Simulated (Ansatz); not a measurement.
**C3H8BCl: a dynamics run in two tries**

Wanted: a short trajectory, and a check that the input is sound. SMILES of the start: CB(C)CCl.

Method: RKS B3LYP/STO-3G, in Ansatz 0.2.0.

### 1 Starting point

Bond lengths: C1–B2 1.580 Å, B2–C3 1.580 Å, B2–C4 1.591 Å, C4–Cl5 1.878 Å, C1–H6 1.105 Å, C1–H7 1.099 Å, C1–H8 1.099 Å, C3–H9 1.106 Å, C3–H10 1.100 Å, C3–H11 1.099 Å, C4–H12 1.103 Å, C4–H13 1.103 Å. Angles (14 of 21 angles, heavy atoms first): C1–B2–C3 121.9°, C1–B2–C4 119.2°, C3–B2–C4 118.9°, B2–C4–Cl5 95.2°, B2–C1–H6 108.0°, B2–C1–H7 112.7°, B2–C1–H8 113.4°, B2–C3–H9 108.1°, B2–C3–H10 113.0°, B2–C3–H11 113.1°, B2–C4–H12 117.9°, B2–C4–H13 117.8°, Cl5–C4–H12 106.3°, Cl5–C4–H13 106.3°.

Structure file:

```xyz
13

C    -1.5275   -0.2835   -0.3443
B    -0.0198   -0.0265    0.0515
C     1.0177   -1.2087    0.2022
C     0.4602    1.4605    0.3508
Cl    0.9633    1.8372   -1.4186
H    -2.0771   -0.5722    0.5704
H    -1.6447   -1.1141   -1.0549
H    -2.0293    0.6054   -0.7518
H     0.9711   -1.5751    1.2443
H     2.0562   -0.8934    0.0254
H     0.7922   -2.0665   -0.4467
H     1.3658    1.5964    0.9665
H    -0.3078    2.2058    0.6201
```

### 2 First try

input.yaml reads:

```yaml
crystal:
  periodic: [false, false, false]
  atoms:
    - { symbol: C, position_ang: [-1.527518, -0.283497, -0.34428] }
    - { symbol: B, position_ang: [-0.019841, -0.02653, 0.051473] }
    - { symbol: C, position_ang: [1.01771, -1.208725, 0.202242] }
    - { symbol: C, position_ang: [0.460221, 1.460523, 0.350809] }
    - { symbol: Cl, position_ang: [0.96334, 1.837221, -1.418587] }
    - { symbol: H, position_ang: [-2.077116, -0.572183, 0.570405] }
    - { symbol: H, position_ang: [-1.644692, -1.11412, -1.054911] }
    - { symbol: H, position_ang: [-2.029329, 0.605362, -0.751847] }
    - { symbol: H, position_ang: [0.971132, -1.575098, 1.244308] }
    - { symbol: H, position_ang: [2.056193, -0.893358, 0.025419] }
    - { symbol: H, position_ang: [0.792248, -2.066501, -0.446737] }
    - { symbol: H, position_ang: [1.365815, 1.59645, 0.966503] }
    - { symbol: H, position_ang: [-0.307763, 2.205757, 0.620103] }
basis:
  gaussian: { orbitals: STO-3G }
hamiltonian:
  xc: b3lyp
md:
  timestep: 0.5
  n_steps: 25
  ensemble: nve
  temperature: 700.0
  initial_velocities: maxwell_boltzmann
  seed: 307241
  friction: 0.01
scf:
  lower_state_search: "off"
```

The run is started by

```sh
ansatz run input.yaml --threads 1 --pin off --max-ram 2048MiB --backend cpu --events-out ev --progress --plain --runs-dir out
```

What does the calculation give? Wanted: first try.

The runs gave:

| quantity | value |
| --- | --- |
| first try | refused |
| cause | friction belongs to the Langevin ensembles, and this run is at constant energy |

In words: The fault in the first input was caught at the input check and cost nothing.
